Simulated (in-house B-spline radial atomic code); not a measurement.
**Al⁹⁺: density, ELF and screening along the radius**

How do the shells of Al⁹⁺ show in real space, and how much do the settings move them?

Program: in-house B-spline radial atomic code version 1. Level of theory: several methods, spin-polarised, as named in each step; spherical all-electron atom at the radial basis limit. These are calculated values, not measurements, unless marked.

### Step 1. The atom as given

| Property | Result |
| --- | --- |
| element | aluminium (Z = 13) |
| charge | +9 |
| electrons | 4 |
| configuration | [He] 2s2 |
| nucleus | point (non-relativistic runs) or finite (X2C runs) |

Outer shells as boxes (Hund's rule):

[He] 2s2
```
[He] core
2s [↑↓]
```

Where spins are not typed, each open shell is filled with up spins first.

### Step 2. Hartree-Fock, X2C

Settings of the run:

```ini
Z = 13
electrons = 4.0
configuration = [He] 2s2
hamiltonian = x2c
method = hf
spin_polarised = True
nucleus = fermi
rms_radius = 3.061
mass_number = 27
atomic_mass = 26.981538408
speed_of_light = 137.035999084
```

On the command line:

```sh
$ python run_scf.py task.json out
```

One command runs all members of the session, one after another, from task.json.

### Step 3. M06-2X, X2C

The settings differ from step 2 so:

```diff
@@ -4,3 +4,3 @@
 hamiltonian = x2c
-method = hf
+method = m062x
 spin_polarised = True
```

### Step 4. BHandHLYP, X2C

The settings differ from step 3 so:

```diff
@@ -4,3 +4,3 @@
 hamiltonian = x2c
-method = m062x
+method = bhandhlyp
 spin_polarised = True
```

### Step 5. BLYP, X2C

The settings differ from step 4 so:

```diff
@@ -4,3 +4,3 @@
 hamiltonian = x2c
-method = bhandhlyp
+method = b88,lyp
 spin_polarised = True
```

Q: How large is the system in each run, where do the shell borders lie, and what is the highest level?

The runs gave:

| run | total energy (hartree) | highest level (eV) | radius holding 50 / 90 / 99 % (bohr) | radius at n = 0.001 (bohr) | ELF minima on the full grid (bohr) |
| --- | --- | --- | --- | --- | --- |
| Hartree-Fock, X2C | -192.0611 | -394.65 | 0.242 / 0.685 / 1.03 | 1.37 | 0.26 |
| M06-2X, X2C | -192.2499 | -387.48 | 0.242 / 0.683 / 1.03 | 1.37 | 0.26 |
| BHandHLYP, X2C | -192.1904 | -387.17 | 0.242 / 0.685 / 1.04 | 1.38 | 0.26 |
| BLYP, X2C | -192.1874 | -378.56 | 0.242 / 0.684 / 1.04 | 1.38 | 0.26 |

In the first run ELF has 1 minimum on the grid, which marks the borders between shells. On the record's full grid the screened charge (r times the electrostatic potential) falls from 13.0 near the nucleus to 9.00 at 1.8 bohr; far out it tends to the net charge, 9. The grid is coarse (about 16 % a step), so the places of minima are rough. For X2C runs ELF uses the non-relativistic kinetic energy density, and the fields carry no picture-change correction.
